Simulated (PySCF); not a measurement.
The system is S2SiH2, in a box.

```
S Si H
1.0
    13.00000    0.00000    0.00000
     0.00000   12.00000    0.00000
     0.00000    0.00000   11.00000
S Si H
2 1 2
Direct
  0.45482 0.41330 0.45802
  0.61383 0.59173 0.57397
  0.45370 0.57936 0.52884
  0.35374 0.41177 0.43221
  0.64826 0.49080 0.53930
```

Program: PySCF 2.14.0. Alike in all runs: task atomic charges; potentials or basis cc-pvdz (all-electron); no spin polarisation; cell as given; k mesh 1 × 1 × 1; smearing fixed.

Problem. Order these runs on this cell by their band gap on the k mesh, lowest first.
A. level SCAN0; exxdiv ewald; three-centre integrals read from an earlier run's file
B. level PBE
C. level M06-L+D3; three-centre integrals read from an earlier run's file; three-body dispersion term no

Solution. B (3.17 eV), C (3.49 eV), A (5.14 eV).

Caveats: this is a molecule in a periodic box at the Γ point, so its band gap is the HOMO-LUMO gap; the basis of atomic orbitals isn't converged, which shifts pressures, moduli and gaps.

